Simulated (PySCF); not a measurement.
# The bond of SnN−, level by level, part 2 of 2

PySCF 2.14.0; Sn def2-TZVPPD with ECP28, N def2-TZVPPD; scalar-relativistic core potentials. Earlier steps stand in the parts before.

### Step 13. RHF

The SCF at the reference distance, 1.870 Å, printed:

```text
******** <class 'pyscf.scf.hf_symm.SymAdaptedRHF'> ********
method = SymAdaptedRHF
[... 11 set-up lines left out, the same as in an earlier log ...]
max_memory 4900 MB (current use 976 MB)
Overwritten attributes  get_k get_hcore get_j get_jk get_occ  of <class 'pyscf.scf.hf_symm.SymAdaptedRHF'>
<class 'pyscf.scf.hf_symm.SymAdaptedRHF'> does not have attributes  refdm
[... 1 set-up line left out, the same as in an earlier log ...]
init E= -267.717775256011
cycle= 1 E= -267.732501801346  delta_E= -0.0147  |g|= 0.0516  |ddm|= 0.522
cycle= 2 E= -267.733453916597  delta_E= -0.000952  |g|= 0.0167  |ddm|= 0.159
cycle= 3 E= -267.73360269511  delta_E= -0.000149  |g|= 0.00996  |ddm|= 0.0676
cycle= 4 E= -267.733635789001  delta_E= -3.31e-05  |g|= 0.00893  |ddm|= 0.0235
cycle= 5 E= -267.733660766277  delta_E= -2.5e-05  |g|= 0.00208  |ddm|= 0.021
cycle= 6 E= -267.733666817583  delta_E= -6.05e-06  |g|= 0.00124  |ddm|= 0.0165
cycle= 7 E= -267.733668140635  delta_E= -1.32e-06  |g|= 0.000401  |ddm|= 0.00656
cycle= 8 E= -267.733668361015  delta_E= -2.2e-07  |g|= 9.9e-05  |ddm|= 0.00251
cycle= 9 E= -267.733668376413  delta_E= -1.54e-08  |g|= 2.71e-05  |ddm|= 0.000499
cycle= 10 E= -267.733668377394  delta_E= -9.81e-10  |g|= 4.73e-06  |ddm|= 0.000123
Extra cycle  E= -267.733668377417  delta_E= -2.31e-11  |g|= 2.47e-06  |ddm|= 1.54e-05
converged SCF energy = -267.733668377417
```

Re = 1.837 Å, ωe = 952 cm⁻¹, Be = 0.3985 cm⁻¹, De = -1.13 eV, μ = -5.58 D.

### Step 14. Adding correlation

Reference: RHF; core orbitals frozen: 5; virtual orbitals above 20 hartree dropped in coupled cluster: 6. MP2 keeps all virtuals, so it differs from the MP2 energy in the coupled-cluster log.

Output of the coupled-cluster run at 1.870 Å:

```text
******** <class 'pyscf.cc.ccsd.CCSD'> ********
CC2 = 0
CCSD nocc = 10, nmo = 82
frozen orbitals [0, 1, 2, 3, 4, 87, 88, 89, 90, 91, 92]
max_cycle = 80
direct = 0
conv_tol = 1e-07
conv_tol_normt = 1e-05
diis_space = 8
diis_start_cycle = 0
diis_start_energy_diff = 1e+09
max_memory 4900 MB (current use 955 MB)
Init t2, MP2 energy = -268.323879891125  E_corr(MP2) -0.590211513707219
Init E_corr(CCSD) = -0.590211513711222
cycle = 1  E_corr(CCSD) = -0.495322549355402  dE = 0.0948889644  norm(t1,t2) = 0.16387
cycle = 2  E_corr(CCSD) = -0.559795143688564  dE = -0.0644725943  norm(t1,t2) = 0.12675
cycle = 3  E_corr(CCSD) = -0.542235749291065  dE = 0.0175593944  norm(t1,t2) = 0.110904
cycle = 4  E_corr(CCSD) = -0.539673348939452  dE = 0.00256240035  norm(t1,t2) = 0.0102414
cycle = 5  E_corr(CCSD) = -0.542321588441489  dE = -0.0026482395  norm(t1,t2) = 0.00789426
cycle = 6  E_corr(CCSD) = -0.542773192648648  dE = -0.000451604207  norm(t1,t2) = 0.00208097
cycle = 7  E_corr(CCSD) = -0.542714814238878  dE = 5.83784098e-05  norm(t1,t2) = 0.00071736
cycle = 8  E_corr(CCSD) = -0.542685070774301  dE = 2.97434646e-05  norm(t1,t2) = 0.00031855
cycle = 9  E_corr(CCSD) = -0.542692013623637  dE = -6.94284934e-06  norm(t1,t2) = 0.000112257
cycle = 10  E_corr(CCSD) = -0.542698727480057  dE = -6.71385642e-06  norm(t1,t2) = 5.71206e-05
cycle = 11  E_corr(CCSD) = -0.54269775863252  dE = 9.68847537e-07  norm(t1,t2) = 2.13527e-05
cycle = 12  E_corr(CCSD) = -0.542696258977854  dE = 1.49965467e-06  norm(t1,t2) = 1.07564e-05
cycle = 13  E_corr(CCSD) = -0.542696573196025  dE = -3.14218172e-07  norm(t1,t2) = 4.53076e-06
cycle = 14  E_corr(CCSD) = -0.54269690586242  dE = -3.32666395e-07  norm(t1,t2) = 1.42538e-06
cycle = 15  E_corr(CCSD) = -0.542696858117674  dE = 4.77447462e-08  norm(t1,t2) = 4.66291e-07
CCSD converged
E(CCSD) = -268.2763652355351  E_corr = -0.542696858117674
CCSD(T) correction = -0.034096556845974
```

Correlation energy (eV) along the bond:

| R (Å) | MP2 | SCS-MP2 | CCSD | CCSD(T) | T1 |
| --- | --- | --- | --- | --- | --- |
| 1.608 | -15.442 | -14.215 | n/a | n/a | n/a |
| 1.683 | -15.569 | -14.344 | -14.524 | -15.332 | 0.022 |
| 1.758 | -15.743 | -14.514 | -14.607 | -15.459 | 0.023 |
| 1.814 | -15.902 | -14.668 | -14.682 | -15.571 | 0.024 |
| 1.870 | -16.084 | -14.841 | -14.768 | -15.695 | 0.025 |
| 1.926 | -16.287 | -15.034 | -14.861 | -15.830 | 0.026 |
| 2.001 | -16.590 | -15.319 | -14.996 | -16.025 | 0.028 |
| 2.094 | -17.016 | -15.717 | -15.180 | -16.289 | 0.030 |
| 2.207 | -17.591 | -16.252 | -15.416 | -16.631 | 0.032 |
| 2.356 | -18.443 | -17.044 | n/a | n/a | n/a |

RHF-MP2: Re = 1.968 Å, ωe = 588 cm⁻¹, ωexe = 8.26 cm⁻¹, αe = 0.00432 cm⁻¹, Be = 0.3473 cm⁻¹, De = 4.79 eV.

RHF-SCS-MP2: Re = 1.954 Å, ωe = 628 cm⁻¹, ωexe = 6.87 cm⁻¹, αe = 0.00372 cm⁻¹, Be = 0.3522 cm⁻¹, De = 4.65 eV.

RHF-CCSD: Re = 1.880 Å, ωe = 829 cm⁻¹, ωexe = 3.37 cm⁻¹, αe = 0.00217 cm⁻¹, Be = 0.3806 cm⁻¹, De = 3.10 eV.

RHF-CCSD(T): Re = 1.905 Å, ωe = 768 cm⁻¹, ωexe = 3.91 cm⁻¹, αe = 0.00243 cm⁻¹, Be = 0.3706 cm⁻¹, De = 3.79 eV.

### Step 15. The curves together

Energy (eV) from each level's lowest point:

```
R (Å)    RHF  RHF-MP2  RHF-SCS-MP2  RHF-CCSD  RHF-CCSD(T)    PBE   TPSS  r²SCAN  r²SCANh   PBE0    M06  HSE06   MN15  BHandHLYP
1.608  1.571    2.288        2.255       n/a          n/a  1.954  1.937   1.841    1.778  1.747  1.890  1.778  1.729      1.658
1.683  0.620    1.211        1.176     0.853        0.984  0.934  0.918   0.845    0.798  0.777  0.874  0.798  0.760      0.702
1.758  0.136    0.553        0.521     0.286        0.373  0.342  0.330   0.285    0.255  0.243  0.298  0.256  0.230      0.192
1.814  0.000    0.258        0.232     0.075        0.125  0.105  0.098   0.075    0.060  0.054  0.080  0.060  0.047      0.027
1.870  0.011    0.087        0.069     0.000        0.011  0.001  0.000   0.000    0.000  0.000  0.000  0.000  0.000      0.000
1.926  0.135    0.007        0.000     0.030        0.000  0.000  0.005   0.029    0.044  0.050  0.026  0.044  0.059      0.080
2.001  0.431    0.000        0.011     0.191        0.101  0.116  0.131   0.186    0.223  0.237  0.181  0.222  0.258      0.310
2.094  0.944    0.087        0.126     0.521        0.351  0.389  0.418   0.510    0.575  0.600  0.509  0.575  0.638      0.730
2.207  1.683    0.253        0.331     1.025        0.748  0.826  0.874   1.010    1.107  1.145  1.015  1.109  1.206      1.348
2.356  2.757    0.474        0.613       n/a          n/a  1.490  1.563   1.751    1.893  1.950  1.770  1.897  2.039      2.250
```

The whole job (state search and all levels along the bond) took 7.2 min on 2 threads of Intel Xeon 6975P-C (shared host), peak memory 2.2 GiB.

### Step 16. What came out

What follows sums up all 2 parts.

Lowest PBE0 solution found, without spin–orbit coupling: ¹Σ⁺ (singlet), closed shell.

| level | Re (Å) | ωe (cm⁻¹) | De (eV) | μ (D) |
| --- | --- | --- | --- | --- |
| RHF | 1.837 | 952 | -1.13 | -5.58 |
| RHF-MP2 | 1.968 | 588 | 4.79 | n/a |
| RHF-SCS-MP2 | 1.954 | 628 | 4.65 | n/a |
| RHF-CCSD | 1.880 | 829 | 3.10 | n/a |
| RHF-CCSD(T) | 1.905 | 768 | 3.79 | n/a |
| PBE | 1.898 | 782 | 4.45 | -4.34 |
| TPSS | 1.894 | 794 | 4.05 | -4.34 |
| r²SCAN | 1.880 | 822 | 3.56 | -4.44 |
| r²SCANh | 1.872 | 841 | 3.27 | -4.59 |
| PBE0 | 1.868 | 848 | 3.47 | -4.74 |
| M06 | 1.882 | 827 | 4.18 | -4.85 |
| HSE06 | 1.872 | 841 | 3.52 | -4.72 |
| MN15 | 1.864 | 862 | 3.73 | -4.88 |
| BHandHLYP | 1.854 | 890 | 2.80 | -5.18 |

De is counted to Sn− + N in their ground configurations. A positive dipole points from Sn to N; in an ion it is taken about the centre of mass and does not tell which atom is negative.

Time per point (s) on 2 threads of Intel Xeon 6975P-C, shared host (CPU time, shared integrals of 0.7 s apart; correlated levels include their reference; CCSD comes with the CCSD(T) run); the times are rough: RHF 0.87, RHF-MP2 1.3, RHF-SCS-MP2 1.3, RHF-CCSD(T) 24, PBE 2.3, TPSS 3, r²SCAN 3.2, r²SCANh 3.4, PBE0 5.2, M06 3.6, HSE06 5.5, MN15 4.6, BHandHLYP 2.3.

What this shows: The methods spread over 0.131 Å in bond length, from RHF to RHF-MP2. Among the levels with a De in the table, it runs from -1.13 eV (RHF) to 4.79 eV (RHF-MP2).

Correlated steps freeze 5 core orbitals. These are scalar-relativistic numbers at best; spin–orbit coupling would shift them, the dissociation energy most. A negative De means that the minimum lies above the separated atoms at that level. T1 is 0.025 near the minimum (highest on the curve 0.032), which may point to more than one leading configuration. With some functionals the highest level of the anion is positive, from self-interaction error or because the anion is truly unbound there; the finite basis then holds the extra electron, and no neutral molecule was run to test the binding.
